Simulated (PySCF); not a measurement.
# C3H9PSi (SMILES P[SiH]1CCC1) at 4 levels

We compute a comparison of 4 runs (HF/def2-SVP, B3LYP/pcseg-1, TPSSh/6-311G**, CAM-B3LYP/6-311+G**) of C3H9PSi. Input form: a Python script.

Program for the calculation: PySCF 2.14.0.

## Step 1: The molecule

C3H9PSi has 14 atoms, charge 0, and is taken as a singlet. SMILES: `P[SiH]1CCC1`. The coordinates come from a GFN2-xTB relaxation. This is one conformer, not always the lowest.

Bond lengths: P1–Si2 2.246 Å, Si2–C3 1.915 Å, C3–C4 1.539 Å, Si2–C5 1.923 Å, C4–C5 1.540 Å, P1–H6 1.384 Å, P1–H7 1.383 Å, Si2–H8 1.470 Å, C3–H9 1.086 Å, C3–H10 1.088 Å, C4–H11 1.088 Å, C4–H12 1.089 Å, C5–H13 1.087 Å, C5–H14 1.089 Å. Some angles: P1–Si2–C3 117.3°, P1–Si2–C5 122.3°, C3–Si2–C5 76.1°, Si2–C3–C4 90.7°, C3–C4–C5 100.4°, Si2–C5–C4 90.5°, P1–Si2–H8 108.3°, C3–Si2–H8 115.5°, C5–Si2–H8 114.6°, Si2–P1–H6 95.3°.

## Step 2: Energy and forces at HF/def2-SVP (run 1)

input.py reads:

```python
from pyscf import gto, scf

mol = gto.Mole()
mol.atom = '''
P     -1.882677     1.352231     4.751471
Si    -0.845860    -0.992805     1.370127
C      2.564150    -0.766454     0.177559
C      1.624787    -0.286766    -2.532516
C     -1.191416     0.243945    -2.028564
H     -1.734655     3.648419     3.509580
H     -4.451325     1.164959     4.312450
H     -1.805501    -3.570297     1.766176
H      3.757305    -2.427013     0.359464
H      3.617087     0.833105     0.927856
H      1.848757    -1.974972    -3.685722
H      2.593857     1.265550    -3.474583
H     -2.466111    -0.741094    -3.301541
H     -1.628377     2.251174    -2.151774
'''
mol.max_memory = 1860
mol.basis = 'def2-svp'
mol.verbose = 3
mol.unit = 'bohr'
mol.build()

mf = scf.RHF(mol)
mf.conv_tol = 1e-10
mf.kernel()
if not mf.converged:
    mf = mf.newton().run(mf.mo_coeff, mf.mo_occ)

e_final = mf.e_tot
print(f'total energy: {e_final:.8f} hartree')
grad = mf.nuc_grad_method().kernel()
mf.analyze()
```

The run is started by

```
$ OMP_NUM_THREADS=1 python input.py
```

Standard output:

```text
converged SCF energy = -748.209483916242
[... 12 lines left out ...]
MO #3   energy= -11.2257164321463  occ= 2
[... 14 lines left out ...]
MO #18  energy= -0.665098887024596 occ= 2
[... 14 lines left out ...]
MO #33  energy= 0.188077048291951  occ= 0
[... 14 lines left out ...]
MO #48  energy= 0.588117461426496  occ= 0
[... 14 lines left out ...]
MO #63  energy= 0.886440582372633  occ= 0
[... 14 lines left out ...]
MO #78  energy= 1.26080397752949   occ= 0
[... 14 lines left out ...]
MO #93  energy= 2.01402760912804   occ= 0
[... 14 lines left out ...]
MO #108 energy= 2.4925198662532    occ= 0
[... 14 lines left out ...]
MO #123 energy= 3.47708108798605   occ= 0
[... 15 lines left out ...]
Dipole moment(X, Y, Z, Debye): -0.26023,  0.14940, -0.91666
```

Run time: 32 s. Hardware: 1 thread of AMD EPYC (Zen 3), shared host; peak memory 0.34 GiB.

## Step 3: Energy and forces at B3LYP/pcseg-1 (run 2)

Edit input.py of step 2 so:

```diff
@@ -1,2 +1,3 @@
-from pyscf import gto, scf
+import pyscf.grad
+from pyscf import gto, dft
 
@@ -20,16 +21,19 @@
 mol.max_memory = 1860
-mol.basis = 'def2-svp'
+mol.spin = 0
 mol.verbose = 3
 mol.unit = 'bohr'
+mol.basis = 'pcseg-1'
 mol.build()
 
-mf = scf.RHF(mol)
-mf.conv_tol = 1e-10
-mf.kernel()
-if not mf.converged:
-    mf = mf.newton().run(mf.mo_coeff, mf.mo_occ)
+myscf = dft.RKS(mol)
+myscf.xc = 'b3lyp'
+myscf.conv_tol = 1e-10
+myscf.grids.level = 5
+myscf.kernel()
+if not myscf.converged:
+    myscf = myscf.newton().run(myscf.mo_coeff, myscf.mo_occ)
 
-e_final = mf.e_tot
-print(f'total energy: {e_final:.8f} hartree')
-grad = mf.nuc_grad_method().kernel()
-mf.analyze()
+energy = myscf.e_tot
+print(f'total energy: {energy:.8f} hartree')
+grad = myscf.Gradients().kernel()
+myscf.analyze()
```

The run is started by

```
$ OMP_NUM_THREADS=1 python input.py
```

Standard output:

```text
converged SCF energy = -750.556464947469
[... 12 lines left out ...]
MO #3   energy= -10.174455315947   occ= 2
[... 14 lines left out ...]
MO #18  energy= -0.496562514989631 occ= 2
[... 14 lines left out ...]
MO #33  energy= 0.0463255570843422 occ= 0
[... 14 lines left out ...]
MO #48  energy= 0.326151263917275  occ= 0
[... 14 lines left out ...]
MO #63  energy= 0.625222820346634  occ= 0
[... 14 lines left out ...]
MO #78  energy= 1.05759159277842   occ= 0
[... 14 lines left out ...]
MO #93  energy= 1.92974032269916   occ= 0
[... 14 lines left out ...]
MO #108 energy= 2.42963388706165   occ= 0
[... 14 lines left out ...]
MO #123 energy= 3.3546065554727    occ= 0
[... 15 lines left out ...]
Dipole moment(X, Y, Z, Debye): -0.21666,  0.19088, -1.06068
```

It took 2.9 min on 1 thread of AMD EPYC (Zen 3), shared host; peak memory 1.3 GiB.

## Step 4: Energy and forces at TPSSh/6-311G(d,p) (run 3)

input.xyz reads:

```xyz
14

P     -0.996270     0.715570     2.514370
Si    -0.447610    -0.525370     0.725040
C      1.356890    -0.405590     0.093960
C      0.859800    -0.151750    -1.340150
C     -0.630470     0.129090    -1.073470
H     -0.917940     1.930660     1.857190
H     -2.355540     0.616470     2.282050
H     -0.955430    -1.889320     0.934620
H      1.988280    -1.284320     0.190220
H      1.914080     0.440860     0.491000
H      0.978320    -1.045110    -1.950400
H      1.372610     0.669700    -1.838670
H     -1.305010    -0.392170    -1.747100
H     -0.861700     1.191270    -1.138670
```

run.py reads:

```python
from pyscf import gto, dft

molecule = gto.Mole()
molecule.atom = 'input.xyz'
molecule.verbose = 4
molecule.max_memory = 1860
molecule.spin = 0
molecule.basis = '6-311g**'
molecule.build()

mf = dft.RKS(molecule)
mf.xc = 'tpssh'
mf.conv_tol = 1e-10
mf.grids.level = 5
mf.kernel()
if not mf.converged:
    mf = mf.newton().run(mf.mo_coeff, mf.mo_occ)

e_final = mf.e_tot
print('Final energy', e_final)
grad = mf.nuc_grad_method().kernel()
mf.analyze()
```

The run is started by

```
$ OMP_NUM_THREADS=1 python run.py
```

Standard output:

```text
PySCF version 2.14.0

[... 103 lines left out ...]
DFT Exchange-Correlation Energy =      -63.991883349281714
[... 21 lines left out ...]
MO #20  energy= -0.420219497616391 occ= 2
[... 19 lines left out ...]
MO #40  energy= 0.149237784545742  occ= 0
[... 19 lines left out ...]
MO #60  energy= 0.548065546336798  occ= 0
[... 19 lines left out ...]
MO #80  energy= 0.973065760207531  occ= 0
[... 19 lines left out ...]
MO #100 energy= 1.59044535454709   occ= 0
[... 19 lines left out ...]
MO #120 energy= 2.20928921324156   occ= 0
[... 19 lines left out ...]
MO #140 energy= 3.1587312503199    occ= 0
[... 19 lines left out ...]
MO #160 energy= 163.425259619285   occ= 0
[... 177 lines left out ...]
Dipole moment(X, Y, Z, Debye): -0.14235,  0.18761, -1.14540
```

Run time: 6 min. Hardware: 1 thread of AMD EPYC (Zen 3), shared host; peak memory 2 GiB.

## Step 5: Energy and gradient at CAM-B3LYP/6-311+G(d,p) (run 4)

geometry.xyz reads:

```xyz
14

P     -0.996270     0.715570     2.514370
Si    -0.447610    -0.525370     0.725040
C      1.356890    -0.405590     0.093960
C      0.859800    -0.151750    -1.340150
C     -0.630470     0.129090    -1.073470
H     -0.917940     1.930660     1.857190
H     -2.355540     0.616470     2.282050
H     -0.955430    -1.889320     0.934620
H      1.988280    -1.284320     0.190220
H      1.914080     0.440860     0.491000
H      0.978320    -1.045110    -1.950400
H      1.372610     0.669700    -1.838670
H     -1.305010    -0.392170    -1.747100
H     -0.861700     1.191270    -1.138670
```

job.py reads:

```python
import pyscf.grad
from pyscf import gto, dft

mol = gto.M(
    atom='geometry.xyz',
    basis='6-311+g**',
    charge=0,
    max_memory=1860,
    verbose=4,
)

ks = dft.RKS(mol, xc='cam-b3lyp')
ks.conv_tol = 1e-10
ks.grids.level = 5
ks.kernel()
if not ks.converged:
    ks = ks.newton().run(ks.mo_coeff, ks.mo_occ)

e_tot = ks.e_tot
print(f'total energy: {e_tot:.8f} hartree')
grad = ks.Gradients().kernel()
ks.analyze()
```

The run is started by

```
$ OMP_NUM_THREADS=1 python job.py
```

Standard output:

```text
PySCF version 2.14.0

[... 110 lines left out ...]
MO #4   energy= -10.2235694432947  occ= 2
[... 21 lines left out ...]
MO #26  energy= -0.361027948273586 occ= 2
[... 21 lines left out ...]
MO #48  energy= 0.149874344115694  occ= 0
[... 21 lines left out ...]
MO #70  energy= 0.460273371866652  occ= 0
[... 21 lines left out ...]
MO #92  energy= 0.822642558108308  occ= 0
[... 21 lines left out ...]
MO #114 energy= 1.56414306966733   occ= 0
[... 21 lines left out ...]
MO #136 energy= 2.17597464656356   occ= 0
[... 21 lines left out ...]
MO #158 energy= 2.93293126876438   occ= 0
[... 21 lines left out ...]
MO #180 energy= 163.205724910384   occ= 0
[... 197 lines left out ...]
Dipole moment(X, Y, Z, Debye): -0.21974,  0.16731, -1.00915
```

It took 12 min on 1 thread of AMD EPYC (Zen 3), shared host; peak memory 2.5 GiB.

## Step 6: Overview of the runs

| run | level | integration grid | energy (Eh) | dipole moment (D) | HOMO energy (eV) | LUMO energy (eV) | wall time |
| --- | --- | --- | --- | --- | --- | --- | --- |
| 1 | HF/def2-SVP | – | -748.209484 | 0.96 | -9.73 | 3.96 | 32 s |
| 2 | B3LYP/pcseg-1 | 5 | -750.556465 | 1.10 | -6.98 | 0.13 | 2.9 min |
| 3 | TPSSh/6-311G** | 5 | -750.658077 | 1.17 | -6.61 | -0.04 | 6 min |
| 4 | CAM-B3LYP/6-311+G** | 5 | -750.543645 | 1.05 | -8.45 | 0.59 | 12 min |

## Step 7: What came out

| quantity | value |
| --- | --- |
| run 4: total energy | -750.54364 Eh |
| run 4: dipole moment | 1.05 D |
| run 4: HOMO energy | -8.45 eV |
| run 4: LUMO energy | 0.59 eV |
| run 4: HOMO–LUMO gap | 9.04 eV |
| run 4: largest force on an atom | 1.324 eV/Å |

The dipole moment (its size) runs from 0.96 D (HF/def2-SVP) to 1.17 D (TPSSh/6-311G**). The two ends differ in method and basis. The HOMO–LUMO gap runs from 6.56 eV (TPSSh/6-311G**) to 13.69 eV (HF/def2-SVP). Totals of different functionals can't be ranked against each other. All runs together took 21 min, the longest 12 min.
